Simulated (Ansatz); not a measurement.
# CF4: the cost of one run

All numbers below are computed with Ansatz 0.2.0 (DFT LDA, plane waves, PAW, scalar-relativistic, no spin polarisation).

## (1) Starting point

The cell holds 40 atoms (C8F32): a = 9.286 Å, b = 9.286 Å, c = 9.286 Å, α = 90.00°, β = 90.00°, γ = 90.00°.

Its coordinates follow in the input file.

## (2) Relaxing the start

The input, input.yaml:

```yaml
crystal:
  lattice:
    - [9.286271, 0.0, 0.0]
    - [0.0, 9.286271, 0.0]
    - [0.0, 0.0, 9.286271]
  atoms:
    - { symbol: C, position: [0.3439988, 0.9030561, 0.602905] }
    - { symbol: F, position: [0.2783493, 0.9615939, 0.4899777] }
    - { symbol: F, position: [0.2805736, 0.7790724, 0.6359865] }
    - { symbol: F, position: [0.4815295, 0.8793053, 0.5711195] }
    - { symbol: F, position: [0.3355428, 0.992253, 0.7145361] }
    - { symbol: C, position: [0.475845, 0.5100066, 0.3644455] }
    - { symbol: F, position: [0.6012907, 0.5767862, 0.3815616] }
    - { symbol: F, position: [0.4009685, 0.574872, 0.2611252] }
    - { symbol: F, position: [0.499022, 0.3735209, 0.3280643] }
    - { symbol: F, position: [0.4020988, 0.5148473, 0.4870308] }
    - { symbol: C, position: [0.5961866, 0.1726884, 0.9687718] }
    - { symbol: F, position: [0.7040928, 0.2353048, 1.0389468] }
    - { symbol: F, position: [0.6399933, 0.0469196, 0.9163096] }
    - { symbol: F, position: [0.486807, 0.1514153, 1.0586199] }
    - { symbol: F, position: [0.5538531, 0.2571138, 0.8612111] }
    - { symbol: C, position: [0.9374128, 0.9656001, 0.5430773] }
    - { symbol: F, position: [0.9424068, 1.0111276, 0.6786922] }
    - { symbol: F, position: [1.0418453, 1.0282331, 0.467844] }
    - { symbol: F, position: [0.9548127, 0.8235602, 0.53976] }
    - { symbol: F, position: [0.8105863, 0.9994795, 0.486013] }
    - { symbol: C, position: [0.9742335, 0.6679419, 0.9933203] }
    - { symbol: F, position: [1.0145711, 0.7306373, 0.8711267] }
    - { symbol: F, position: [1.018716, 0.7466619, 1.1042868] }
    - { symbol: F, position: [0.8315345, 0.6572013, 0.9965952] }
    - { symbol: F, position: [1.0321124, 0.5372672, 1.0012723] }
    - { symbol: C, position: [0.1034017, 0.3896751, 0.7047422] }
    - { symbol: F, position: [0.0066045, 0.2890673, 0.6731594] }
    - { symbol: F, position: [0.0556936, 0.5172653, 0.6607674] }
    - { symbol: F, position: [0.1245068, 0.3928212, 0.846283] }
    - { symbol: F, position: [0.2268019, 0.3595466, 0.6387592] }
    - { symbol: C, position: [0.9654089, 0.4040924, 0.2937937] }
    - { symbol: F, position: [0.8827068, 0.5021452, 0.3573163] }
    - { symbol: F, position: [0.8923874, 0.3415489, 0.1877501] }
    - { symbol: F, position: [1.0821429, 0.4674621, 0.2404406] }
    - { symbol: F, position: [1.0043986, 0.3052135, 0.389668] }
    - { symbol: C, position: [0.4679624, 0.6229044, 0.9336364] }
    - { symbol: F, position: [0.5424195, 0.5921037, 0.8153294] }
    - { symbol: F, position: [0.5110607, 0.749111, 0.9856319] }
    - { symbol: F, position: [0.3285378, 0.6294732, 0.9019073] }
    - { symbol: F, position: [0.4898316, 0.5209296, 1.0316771] }
basis:
  ecutwfc: 420.0
kpoints:
  mp_grid: { grid: [1, 1, 1] }
hamiltonian:
  xc: lda
scf:
  occupations: { method: fermi_dirac, width: 0.02 }
  lower_state_search: "off"
relax:
  f_tol: 0.3
  max_steps: 15
  adjacent_minimum: "off"
```

Run with:

```console
> ansatz run input.yaml --threads 2 --pin off --max-ram 5120MiB --backend cpu --events-out ev --progress --plain --runs-dir out
```

What time and memory should one allow on 2 threads of AMD EPYC 7B13 (Zen 3), shared host?

About 11 s, with a peak of 0.71 GiB.
